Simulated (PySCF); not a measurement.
**EuBr2: other functionals and bases at one geometry**

An exercise on one series of results from a longer session: the logs are not shown, and one member is left open.

Computed with PySCF 2.14.0. Level: several levels, as the steps say, no spin–orbit coupling.

1 further run of the same task is left out (for a known fault of the program).

## The system as given

3 atoms, charge 0, spin multiplicity 1.

Bond lengths: Eu1–Br2 2.787 Å, Eu1–Br3 2.787 Å. Angles: Br2–Eu1–Br3 148.4°.

Coordinates:

```xyz
3

Eu    0.00000    0.00000   -0.31538
Br    2.68175    0.00000    0.44403
Br   -2.68175    0.00000    0.44403
```

Formal oxidation states: Eu +2. Each metal's 7 4f electrons lie in its core potential, so multiplicities, spins and levels count the valence alone. An earlier session relaxed this geometry at PBE0, Eu lcecp-0-SVP with ECP53, Br def2-SVP (singlet, point group C2v).

At PBE0 on the finer grid: E = -5176.636359 Eh, frontier levels not given, since the 4f levels lie in the core, Mulliken charge on Eu1 +0.87 e, largest force component 0.009 eV/Å. 

Levels to run: TPSSh; M06-L; PBE0, TZVP. Hardware: 2 threads of Arm Neoverse V1, shared host.

Set-up of the first run:

run.py (the lines that set the calculation)

```python
mol = gto.M(atom='''
Eu     0.00000     0.00000    -0.31538
Br     2.68175     0.00000     0.44403
Br    -2.68175     0.00000     0.44403''',
    basis={'Eu': 'lcecp-0-SVP', 'Br': 'def2-SVP'},
    ecp={'Eu': 'lcecp-0-SVP'},
    charge=0, spin=0)
mf = dft.RKS(mol, xc='TPSSH')
mf.grids.atom_grid = (75, 302)  # f atoms: unpruned, at least (60, 302)
mf = mf.density_fit()  # fitting sets: Eu AutoAux, Br def2-universal-JKFIT
mf.conv_tol = 1e-08; mf.max_cycle = 55
mf.kernel(dm0)  # dm0: the density of the relaxed state
```

The run is started by

```
> OMP_NUM_THREADS=2 python run.py
```

Steps of the session up to this table: TPSSh; M06-L; PBE0, TZVP.

One table of the session follows, with a row left open; its other results are not shown here.

| level | charge on Eu1 (e) | dipole (D) | largest force component (eV/Å) |
| --- | --- | --- | --- |
| PBE0 (relaxed here) | 0.87 | 4.44 | 0.01 |
| TPSSh | 0.87 | 4.41 | 0.09 |
| M06-L | ? | ? | ? |
| PBE0, TZVP | 1.20 | 4.48 | 0.05 |

Estimate the missing values for M06-L.

As computed: charge on Eu1 (e): 0.96; dipole (D): 4.50; largest force component (eV/Å): 0.17. In the column «charge on Eu1 (e)» it lies between TPSSh (0.87) and PBE0, TZVP (1.20).

The largest leftover force, 0.17 eV/Å with M06-L, stands at a geometry relaxed at another level. With 4f in the core, its levels are missing from HOMO and gap, and its count is fixed, so no charge can pass from the ligands into it. Total energies of different levels can't be compared.
